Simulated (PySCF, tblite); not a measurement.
# CH9ClGe2Si: a rotation path, then NMR shifts on frames

How do NMR shifts of CH9ClGe2Si (`[SiH3][Ge@@H]([GeH3])[CH2]Cl`) change as the atoms move?

The runs use tblite 0.8.0 and PySCF 2.14.0, with density-fitted response routines of our own; the level of theory stands in each step. All values are computed, except where a source is named. Atoms count from 0, in the outputs and in this text.

## (1) Starting geometry

14 atoms, charge 0, multiplicity 1; geometry from: GFN2-xTB.

Bonds of the start (Å): Si0–Ge1 2.36, Ge1–Ge2 2.40, Ge1–C3 2.00, C3–Cl4 1.78, Si0–H5 1.46, Si0–H6 1.46, Si0–H7 1.46, Ge1–H8 1.54, Ge2–H9 1.50, Ge2–H10 1.50, Ge2–H11 1.50, C3–H12 1.09, C3–H13 1.09.

## (2) A band between two rotamers with GFN2-xTB

What the job is given:

```
{"job": {"kind": "neb", "xc": "GFN2-xTB", "basis": "xTB", "atoms": [0, 1, 3, 4], "turn": 120}, "charge": 0, "multiplicity": 1}
Si    -0.526621     2.056964     0.954809
Ge    -0.029747     0.305819    -0.549255
Ge     1.949339    -1.031688    -0.291894
C     -1.503053    -1.041281    -0.508192
Cl    -1.437880    -1.739055     1.128955
H     -0.567184     1.547483     2.323767
H     -1.826772     2.635237     0.612027
H      0.497277     3.098545     0.862441
H     -0.046296     0.771955    -2.012971
H      2.096303    -1.663996     1.058434
H      2.031454    -2.174540    -1.264410
H      3.233061    -0.275873    -0.486258
H     -2.499311    -0.626159    -0.641980
H     -1.371249    -1.863885    -1.207638
```

Level: GFN2-xTB climbing-image nudged elastic band, gas phase.

On the command line:

```console
$ OMP_NUM_THREADS=1 python probes_run.py task.json out
```

One launch serves the whole session: the jobs run in the order shown.

The program printed:

```text
image   E - E0 / eV
  0       0.0000
  1       0.0089
  2       0.0247
  3       0.0391
  4       0.0473
  5       0.0490
  6       0.0430
  7       0.0312
  8       0.0226
```

Wall time 2.9 s (1 thread of Arm Neoverse V1, shared host); peak memory 0.18 GiB.

The final band, with the dihedral Si0–Ge1–C3–Cl4:

```
image  dihedral (°)  energy (eV)  energy (kcal/mol)
    0           -66        0.000                0.0
    1           -51        0.009                0.2
    2           -36        0.025                0.6
    3           -22        0.039                0.9
    4            -7        0.047                1.1
    5             7        0.049                1.1
    6            22        0.043                1.0
    7            37        0.031                0.7
    8            53        0.023                0.5
```

## (3) Shielding tensors: image 0, PBE0/pcSseg-1

What the job is given:

```
{"job": {"kind": "nmr", "xc": "PBE0", "basis": "pcSseg-1", "pop": false}, "charge": 0, "multiplicity": 1}
Si    -0.526600     2.057000     0.954800
Ge    -0.029700     0.305800    -0.549300
Ge     1.949300    -1.031700    -0.291900
C     -1.503100    -1.041300    -0.508200
Cl    -1.437900    -1.739100     1.129000
H     -0.567200     1.547500     2.323800
H     -1.826800     2.635200     0.612000
H      0.497300     3.098500     0.862400
H     -0.046300     0.772000    -2.013000
H      2.096300    -1.664000     1.058400
H      2.031500    -2.174500    -1.264400
H      3.233100    -0.275900    -0.486300
H     -2.499300    -0.626200    -0.642000
H     -1.371200    -1.863900    -1.207600
```

Method: GIAO PBE0/pcSseg-1 NMR shielding, non-relativistic, gas phase.

The program printed:

```text
coarse grid: 54992 points
cycle   1  E = -4945.8112823786  dE = -1.229e+00  |g| = 1.163e+00  |ddm| = 3.533e+00
cycle   2  E = -4945.7921600384  dE =  1.912e-02  |g| = 1.115e+00  |ddm| = 1.081e+00
cycle   3  E = -4945.8870283528  dE = -9.487e-02  |g| = 1.116e-01  |ddm| = 7.108e-01
cycle   4  E = -4945.8884946822  dE = -1.466e-03  |g| = 2.574e-02  |ddm| = 1.233e-01
cycle   5  E = -4945.8886421847  dE = -1.475e-04  |g| = 4.724e-03  |ddm| = 3.231e-02
cycle   6  E = -4945.8886443528  dE = -2.168e-06  |g| = 1.464e-03  |ddm| = 4.348e-03
final grid: 109304 points
cycle   7  E = -4945.8886201042  dE =  9.739e-08  |g| = 1.769e-03  |ddm| = 3.599e-03
cycle   8  E = -4945.8886196661  dE =  4.380e-07  |g| = 2.359e-03  |ddm| = 3.547e-03
cycle   9  E = -4945.8886207157  dE = -1.050e-06  |g| = 2.049e-04  |ddm| = 1.925e-03
cycle  10  E = -4945.8886207258  dE = -1.005e-08  |g| = 4.004e-05  |ddm| = 2.324e-04
cycle  11  E = -4945.8886207260  dE = -2.838e-10  |g| = 2.660e-06  |ddm| = 3.018e-05
converged SCF energy = -4945.8886207260

GIAO shielding tensors (ppm)
atom      isotropic    diamagn.    paramagn.     s11        s22        s33       span
  0 Si     456.140     879.337    -423.197    443.476    454.985    469.958     26.482
  1 Ge    1561.732    2757.592   -1195.859   1465.710   1545.456   1674.030    208.320
  2 Ge    1670.143    2754.410   -1084.267   1621.241   1660.960   1728.227    106.986
  3 C      152.515     251.432     -98.917    131.115    142.247    184.184     53.069
  4 Cl     896.669    1147.691    -251.022    801.164    823.357   1065.486    264.322
  5 H       27.754      27.842      -0.088     23.499     26.650     33.113      9.614
  6 H       27.958      28.087      -0.128     23.800     25.443     34.631     10.831
  7 H       28.090      27.976       0.114     23.800     25.868     34.601     10.800
  8 H       27.266      30.050      -2.784     20.802     21.337     39.657     18.855
  9 H       28.181      28.550      -0.369     20.881     23.858     39.805     18.924
 10 H       28.317      28.782      -0.466     21.203     22.823     40.924     19.720
 11 H       28.468      28.610      -0.142     21.249     22.737     41.418     20.168
 12 H       28.386      30.543      -2.157     22.545     26.888     35.725     13.180
 13 H       28.422      30.678      -2.257     23.149     26.776     35.340     12.191
```

Wall time 30 s (1 thread of Arm Neoverse V1, shared host); peak memory 0.82 GiB.

The references, computed at this level on geometries of the same kind, shield at (ppm): 1H TMS 31.72, 13C TMS 186.9, 29Si TMS 349.2, 73Ge GeMe4 1331, 35Cl HCl 950. Their shielding less the atom's gives the shift. The references are single molecules in the gas phase. Each atom is listed at this fixed geometry, with no averaging over motion; a spectrum would average atoms that exchange fast.

| atoms | environment | σ (ppm) | δ (ppm) |
| --- | --- | --- | --- |
| C3 | sp3 CH2 bonded to Cl and Ge | 152.5 | 34.4 |
| H8 | hydrogen on a germanium bonded to C, Ge, Si | 27.27 | 4.45 |
| H5 | hydrogen on a silicon bonded to Ge | 27.75 | 3.96 |
| H6 | hydrogen on a silicon bonded to Ge | 27.96 | 3.76 |
| H7 | hydrogen on a silicon bonded to Ge | 28.09 | 3.63 |
| H9 | hydrogen on a germanium bonded to Ge | 28.18 | 3.54 |
| H10 | hydrogen on a germanium bonded to Ge | 28.32 | 3.40 |
| H12 | hydrogen on an sp3 CH2 bonded to Cl and Ge | 28.39 | 3.33 |
| H13 | hydrogen on an sp3 CH2 bonded to Cl and Ge | 28.42 | 3.30 |
| H11 | hydrogen on a germanium bonded to Ge | 28.47 | 3.25 |
| Si0 | silicon bonded to Ge, 3 H | 456.1 | -107.0 |
| Ge1 | germanium bonded to C, Ge, Si, H | 1562 | -231 |
| Ge2 | germanium bonded to Ge, 3 H | 1670 | -339 |
| Cl4 | chlorine bonded to C | 897 | 53 |

## (4) Nuclear shieldings: image 2, PBE0/pcSseg-1

What the job is given:

```
{"job": {"kind": "nmr", "xc": "PBE0", "basis": "pcSseg-1", "pop": false}, "charge": 0, "multiplicity": 1}
Si    -0.518900     2.009500     1.029500
Ge    -0.028700     0.305400    -0.539800
Ge     1.981700    -1.008200    -0.375100
C     -1.488400    -1.068200    -0.498700
Cl    -2.000100    -1.206700     1.200500
H     -0.479700     1.478500     2.390900
H     -1.836700     2.568900     0.727100
H      0.493700     3.062500     0.918000
H     -0.062700     0.787000    -1.999600
H      2.165800    -1.672800     0.959400
H      2.042600    -2.140800    -1.365400
H      3.255600    -0.242000    -0.591800
H     -2.374900    -0.816200    -1.075300
H     -1.149800    -2.057300    -0.801800
```

With the program's defaults for keys left out, this is: GIAO PBE0/pcSseg-1 NMR shielding, non-relativistic, gas phase.

The program printed:

```text
coarse grid: 54992 points
cycle   1  E = -4945.8104294608  dE = -1.243e+00  |g| = 1.162e+00  |ddm| = 3.526e+00
cycle   2  E = -4945.7908096460  dE =  1.962e-02  |g| = 1.115e+00  |ddm| = 1.073e+00
cycle   3  E = -4945.8859963343  dE = -9.519e-02  |g| = 1.121e-01  |ddm| = 7.079e-01
cycle   4  E = -4945.8874926337  dE = -1.496e-03  |g| = 2.470e-02  |ddm| = 1.215e-01
cycle   5  E = -4945.8876300336  dE = -1.374e-04  |g| = 4.764e-03  |ddm| = 3.088e-02
cycle   6  E = -4945.8876321596  dE = -2.126e-06  |g| = 1.469e-03  |ddm| = 4.306e-03
final grid: 109304 points
cycle   7  E = -4945.8876241110  dE =  9.066e-08  |g| = 1.774e-03  |ddm| = 3.437e-03
cycle   8  E = -4945.8876236971  dE =  4.140e-07  |g| = 2.357e-03  |ddm| = 3.406e-03
cycle   9  E = -4945.8876246997  dE = -1.003e-06  |g| = 1.983e-04  |ddm| = 1.855e-03
cycle  10  E = -4945.8876247094  dE = -9.677e-09  |g| = 4.076e-05  |ddm| = 2.272e-04
cycle  11  E = -4945.8876247097  dE = -3.020e-10  |g| = 2.375e-06  |ddm| = 3.072e-05
converged SCF energy = -4945.8876247097

GIAO shielding tensors (ppm)
atom      isotropic    diamagn.    paramagn.     s11        s22        s33       span
  0 Si     456.192     879.030    -422.837    448.564    452.004    468.009     19.444
  1 Ge    1554.642    2757.252   -1202.610   1412.458   1566.224   1685.244    272.786
  2 Ge    1667.592    2754.775   -1087.183   1609.272   1664.498   1729.006    119.734
  3 C      153.181     250.807     -97.626    130.581    144.266    184.695     54.114
  4 Cl     891.594    1147.462    -255.868    765.919    847.879   1060.985    295.066
  5 H       27.684      27.783      -0.099     23.566     26.582     32.904      9.338
  6 H       27.863      27.913      -0.050     23.729     25.448     34.411     10.682
  7 H       28.141      27.960       0.181     23.969     25.835     34.620     10.651
  8 H       27.201      29.969      -2.768     20.783     21.691     39.130     18.347
  9 H       28.234      28.721      -0.487     21.196     23.502     40.003     18.807
 10 H       28.310      28.865      -0.555     21.224     22.870     40.835     19.611
 11 H       28.390      28.644      -0.253     21.163     22.675     41.333     20.170
 12 H       28.315      30.185      -1.870     21.833     27.379     35.732     13.899
 13 H       28.515      30.809      -2.294     22.989     28.061     34.496     11.507
```

It took 29 s on 1 thread of Arm Neoverse V1, shared host; peak memory 0.93 GiB.

This run: δ C3 33.7, Si0 -107.0, Ge1 -224, Ge2 -337, H8 4.52, H5 4.03 ppm.

## (5) Nuclear shieldings: image 5, PBE0/pcSseg-1

What the job is given:

```
{"job": {"kind": "nmr", "xc": "PBE0", "basis": "pcSseg-1", "pop": false}, "charge": 0, "multiplicity": 1}
Si    -0.487100     1.949200     1.124600
Ge    -0.030500     0.292200    -0.504000
Ge     2.019100    -0.980400    -0.497300
C     -1.471100    -1.107800    -0.422600
Cl    -2.744600    -0.557400     0.691400
H     -0.366800     1.365600     2.461100
H     -1.818400     2.507100     0.902800
H      0.509200     3.016800     0.996700
H     -0.159100     0.820200    -1.936500
H      2.275400    -1.668000     0.816800
H      2.062700    -2.097000    -1.505300
H      3.269600    -0.187200    -0.748100
H     -1.949200    -1.300100    -1.379600
H     -1.110000    -2.053900    -0.022100
```

Method: GIAO PBE0/pcSseg-1 NMR shielding, non-relativistic, gas phase.

The program printed:

```text
coarse grid: 54992 points
cycle   1  E = -4945.8091967196  dE = -1.247e+00  |g| = 1.162e+00  |ddm| = 3.523e+00
cycle   2  E = -4945.7879579595  dE =  2.124e-02  |g| = 1.118e+00  |ddm| = 1.067e+00
cycle   3  E = -4945.8849006862  dE = -9.694e-02  |g| = 1.134e-01  |ddm| = 7.114e-01
cycle   4  E = -4945.8864891630  dE = -1.588e-03  |g| = 2.320e-02  |ddm| = 1.222e-01
cycle   5  E = -4945.8866203394  dE = -1.312e-04  |g| = 4.771e-03  |ddm| = 3.015e-02
cycle   6  E = -4945.8866226307  dE = -2.291e-06  |g| = 1.546e-03  |ddm| = 4.437e-03
final grid: 109304 points
cycle   7  E = -4945.8866381444  dE =  1.856e-07  |g| = 1.944e-03  |ddm| = 3.424e-03
cycle   8  E = -4945.8866375038  dE =  6.406e-07  |g| = 2.664e-03  |ddm| = 3.671e-03
cycle   9  E = -4945.8866388804  dE = -1.377e-06  |g| = 2.024e-04  |ddm| = 2.081e-03
cycle  10  E = -4945.8866388906  dE = -1.022e-08  |g| = 4.284e-05  |ddm| = 2.368e-04
cycle  11  E = -4945.8866388909  dE = -2.910e-10  |g| = 2.217e-06  |ddm| = 3.131e-05
converged SCF energy = -4945.8866388909

GIAO shielding tensors (ppm)
atom      isotropic    diamagn.    paramagn.     s11        s22        s33       span
  0 Si     457.597     878.815    -421.218    448.941    458.822    465.026     16.085
  1 Ge    1543.898    2757.017   -1213.119   1363.651   1567.716   1700.328    336.677
  2 Ge    1674.674    2755.037   -1080.363   1638.079   1653.844   1732.099     94.020
  3 C      154.932     250.100     -95.168    128.258    145.499    191.037     62.779
  4 Cl     872.216    1146.836    -274.621    715.069    847.073   1054.505    339.437
  5 H       27.875      27.802       0.073     24.238     25.743     33.643      9.404
  6 H       27.585      27.838      -0.253     22.980     26.360     33.415     10.435
  7 H       28.154      27.962       0.193     24.079     25.754     34.631     10.552
  8 H       27.143      29.993      -2.850     21.004     22.112     38.312     17.308
  9 H       28.377      28.949      -0.572     21.425     23.403     40.302     18.877
 10 H       28.383      28.864      -0.481     21.290     23.040     40.818     19.528
 11 H       28.427      28.680      -0.253     21.249     22.618     41.415     20.167
 12 H       28.357      29.903      -1.546     21.720     28.195     35.156     13.436
 13 H       28.601      30.623      -2.022     21.324     29.930     34.550     13.226
```

It took 30 s on 1 thread of Arm Neoverse V1, shared host; peak memory 0.93 GiB.

Key values: δ C3 32.0, Si0 -108.4, Ge1 -213, Ge2 -344, H8 4.57, H6 4.13 ppm.

## (6) Shielding tensors: image 6, PBE0/pcSseg-1

What the job is given:

```
{"job": {"kind": "nmr", "xc": "PBE0", "basis": "pcSseg-1", "pop": false}, "charge": 0, "multiplicity": 1}
Si    -0.467200     1.938100     1.158600
Ge    -0.038000     0.287000    -0.483000
Ge     2.019900    -0.974000    -0.531400
C     -1.465600    -1.120000    -0.394100
Cl    -2.909200    -0.427200     0.380500
H     -0.320300     1.343900     2.488700
H     -1.806200     2.489400     0.971900
H      0.520900     3.011000     1.018600
H     -0.206800     0.826800    -1.904400
H      2.310300    -1.665200     0.773700
H      2.054000    -2.083100    -1.547100
H      3.258300    -0.168500    -0.801800
H     -1.774800    -1.485700    -1.370100
H     -1.176100    -1.972900     0.217700
```

Method: GIAO PBE0/pcSseg-1 NMR shielding, non-relativistic, gas phase.

The program printed:

```text
coarse grid: 54992 points
cycle   1  E = -4945.8096185158  dE = -1.246e+00  |g| = 1.163e+00  |ddm| = 3.524e+00
cycle   2  E = -4945.7879069726  dE =  2.171e-02  |g| = 1.120e+00  |ddm| = 1.075e+00
cycle   3  E = -4945.8856216704  dE = -9.771e-02  |g| = 1.138e-01  |ddm| = 7.176e-01
cycle   4  E = -4945.8872391862  dE = -1.618e-03  |g| = 2.299e-02  |ddm| = 1.235e-01
cycle   5  E = -4945.8873719217  dE = -1.327e-04  |g| = 4.777e-03  |ddm| = 3.048e-02
cycle   6  E = -4945.8873743168  dE = -2.395e-06  |g| = 1.578e-03  |ddm| = 4.497e-03
final grid: 109304 points
cycle   7  E = -4945.8873749294  dE =  2.152e-07  |g| = 1.992e-03  |ddm| = 3.506e-03
cycle   8  E = -4945.8873742189  dE =  7.105e-07  |g| = 2.747e-03  |ddm| = 3.750e-03
cycle   9  E = -4945.8873757095  dE = -1.491e-06  |g| = 2.037e-04  |ddm| = 2.149e-03
cycle  10  E = -4945.8873757198  dE = -1.027e-08  |g| = 4.294e-05  |ddm| = 2.363e-04
cycle  11  E = -4945.8873757201  dE = -2.910e-10  |g| = 2.230e-06  |ddm| = 3.134e-05
converged SCF energy = -4945.8873757201

GIAO shielding tensors (ppm)
atom      isotropic    diamagn.    paramagn.     s11        s22        s33       span
  0 Si     457.850     878.922    -421.072    449.665    457.398    466.487     16.821
  1 Ge    1550.798    2757.240   -1206.442   1388.628   1569.749   1694.015    305.387
  2 Ge    1678.728    2755.000   -1076.272   1646.200   1656.791   1733.193     86.994
  3 C      154.157     250.107     -95.950    126.970    144.505    190.997     64.027
  4 Cl     875.115    1146.708    -271.593    735.235    832.983   1057.127    321.892
  5 H       27.970      27.863       0.107     24.268     25.689     33.952      9.683
  6 H       27.529      27.778      -0.249     22.746     26.679     33.163     10.417
  7 H       28.162      27.963       0.198     24.096     25.770     34.618     10.523
  8 H       27.250      30.028      -2.778     21.129     22.252     38.369     17.240
  9 H       28.449      28.968      -0.519     21.461     23.418     40.468     19.007
 10 H       28.409      28.864      -0.455     21.277     23.100     40.850     19.573
 11 H       28.446      28.685      -0.238     21.297     22.637     41.404     20.107
 12 H       28.358      29.990      -1.633     21.619     28.543     34.911     13.292
 13 H       28.581      30.630      -2.049     21.167     30.001     34.574     13.407
```

Run time: 28 s. Hardware: 1 thread of Arm Neoverse V1, shared host; peak memory 0.93 GiB.

This run: δ C3 32.8, Si0 -108.7, Ge1 -220, Ge2 -348, H8 4.47, H6 4.19 ppm.

## (7) Nuclear shieldings: image 8, PBE0/pcSseg-1

What the job is given:

```
{"job": {"kind": "nmr", "xc": "PBE0", "basis": "pcSseg-1", "pop": false}, "charge": 0, "multiplicity": 1}
Si    -0.419800     1.919500     1.224000
Ge    -0.067700     0.277300    -0.439200
Ge     2.006800    -0.947900    -0.589900
C     -1.468100    -1.141600    -0.322100
Cl    -3.049400    -0.330200    -0.367700
H     -0.234700     1.305600     2.540900
H     -1.766100     2.475000     1.124000
H      0.562100     2.993100     1.061400
H     -0.303900     0.821700    -1.844200
H      2.374800    -1.677200     0.672400
H      2.017000    -2.023900    -1.639500
H      3.223600    -0.122600    -0.892900
H     -1.444500    -1.840700    -1.155800
H     -1.430800    -1.708500     0.606300
```

Method: GIAO PBE0/pcSseg-1 NMR shielding, non-relativistic, gas phase.

The program printed:

```text
coarse grid: 54992 points
cycle   1  E = -4945.8103484201  dE = -1.240e+00  |g| = 1.164e+00  |ddm| = 3.527e+00
cycle   2  E = -4945.7881953390  dE =  2.215e-02  |g| = 1.122e+00  |ddm| = 1.084e+00
cycle   3  E = -4945.8867856759  dE = -9.859e-02  |g| = 1.142e-01  |ddm| = 7.259e-01
cycle   4  E = -4945.8884328793  dE = -1.647e-03  |g| = 2.301e-02  |ddm| = 1.255e-01
cycle   5  E = -4945.8885688396  dE = -1.360e-04  |g| = 4.859e-03  |ddm| = 3.101e-02
cycle   6  E = -4945.8885715501  dE = -2.710e-06  |g| = 1.643e-03  |ddm| = 4.746e-03
final grid: 109304 points
cycle   7  E = -4945.8885729530  dE =  2.950e-07  |g| = 2.109e-03  |ddm| = 3.686e-03
cycle   8  E = -4945.8885720378  dE =  9.153e-07  |g| = 2.962e-03  |ddm| = 4.083e-03
cycle   9  E = -4945.8885738766  dE = -1.839e-06  |g| = 2.082e-04  |ddm| = 2.357e-03
cycle  10  E = -4945.8885738873  dE = -1.067e-08  |g| = 4.372e-05  |ddm| = 2.422e-04
cycle  11  E = -4945.8885738876  dE = -2.929e-10  |g| = 2.289e-06  |ddm| = 3.118e-05
converged SCF energy = -4945.8885738876

GIAO shielding tensors (ppm)
atom      isotropic    diamagn.    paramagn.     s11        s22        s33       span
  0 Si     458.209     879.231    -421.022    451.767    453.069    469.791     18.024
  1 Ge    1560.302    2757.670   -1197.368   1465.214   1529.510   1686.182    220.968
  2 Ge    1683.656    2754.820   -1071.163   1640.277   1672.404   1738.288     98.011
  3 C      152.543     250.251     -97.708    126.117    141.686    189.825     63.709
  4 Cl     880.322    1146.410    -266.088    770.041    796.083   1074.842    304.801
  5 H       28.054      28.076      -0.022     24.154     25.806     34.203     10.050
  6 H       27.615      27.684      -0.069     22.881     26.589     33.373     10.492
  7 H       28.122      27.974       0.148     23.991     25.783     34.591     10.600
  8 H       27.507      30.024      -2.517     21.129     22.941     38.450     17.322
  9 H       28.575      28.988      -0.413     21.555     23.369     40.800     19.246
 10 H       28.429      28.928      -0.498     21.226     23.209     40.853     19.627
 11 H       28.478      28.690      -0.212     21.358     22.681     41.394     20.036
 12 H       28.386      30.232      -1.846     21.108     29.378     34.673     13.565
 13 H       28.556      30.564      -2.008     22.017     29.211     34.440     12.423
```

Run time: 29 s. Hardware: 1 thread of Arm Neoverse V1, shared host; peak memory 0.93 GiB.

Key values: δ C3 34.4, Si0 -109.1, Ge1 -229, Ge2 -353, H8 4.21, H6 4.10 ppm.

## (8) Side by side: NMR shifts

Shifts (ppm) of some atoms, chosen among heavy atoms and hydrogens apart, with basis size and wall time:

| frame | C3 | H6 | H9 | Si0 | Ge1 | Ge2 | Cl4 | functions | time |
| --- | --- | --- | --- | --- | --- | --- | --- | --- | --- |
| image 0 | 34.4 | 3.76 | 3.54 | -107.0 | -231 | -339 | 53 | 192 | 30 s |
| image 2 | 33.7 | 3.85 | 3.48 | -107.0 | -224 | -337 | 58 | 192 | 29 s |
| image 5 | 32.0 | 4.13 | 3.34 | -108.4 | -213 | -344 | 78 | 192 | 30 s |
| image 6 | 32.8 | 4.19 | 3.27 | -108.7 | -220 | -348 | 75 | 192 | 28 s |
| image 8 | 34.4 | 4.10 | 3.14 | -109.1 | -229 | -353 | 69 | 192 | 29 s |

## (9) Outcome

```
                                          quantity                                                     value
                                           barrier                        0.049 eV (1.1 kcal/mol) at image 5
                             end to end (GFN2-xTB)                                                  0.023 eV
   13C shifts against TMS (PBE0/pcSseg-1, image 0)                                                  34.4 ppm
    1H shifts against TMS (PBE0/pcSseg-1, image 0)  4.45, 3.96, 3.76, 3.63, 3.54, 3.40, 3.33, 3.30, 3.25 ppm
  29Si shifts against TMS (PBE0/pcSseg-1, image 0)                                                -107.0 ppm
73Ge shifts against GeMe4 (PBE0/pcSseg-1, image 0)                                            -231, -339 ppm
  35Cl shifts against HCl (PBE0/pcSseg-1, image 0)                                                    53 ppm
                         range of the shift of Cl4                                              53 to 78 ppm
```

**Reading.** Along the band the dihedral turns by 119°, and the top (dihedral 7°) lies 1.1 kcal/mol above the start (GFN2-xTB, rough), so at room temperature this motion is fast. Ends this close can change order at a higher level. The top was not checked by a frequency run. Shifts at one fixed geometry are not the observed spectrum, which averages over the motion. In the first frame run (image 0): The largest span, 264 ppm, is at Cl4, where the paramagnetic term is -251 ppm. In ppm, Cl4 moves most: its shift spreads over 24 ppm, from 53 (image 0) to 78 (image 5). Spin-orbit coupling is left out, which matters for shieldings and couplings at and beside the heavy atoms.
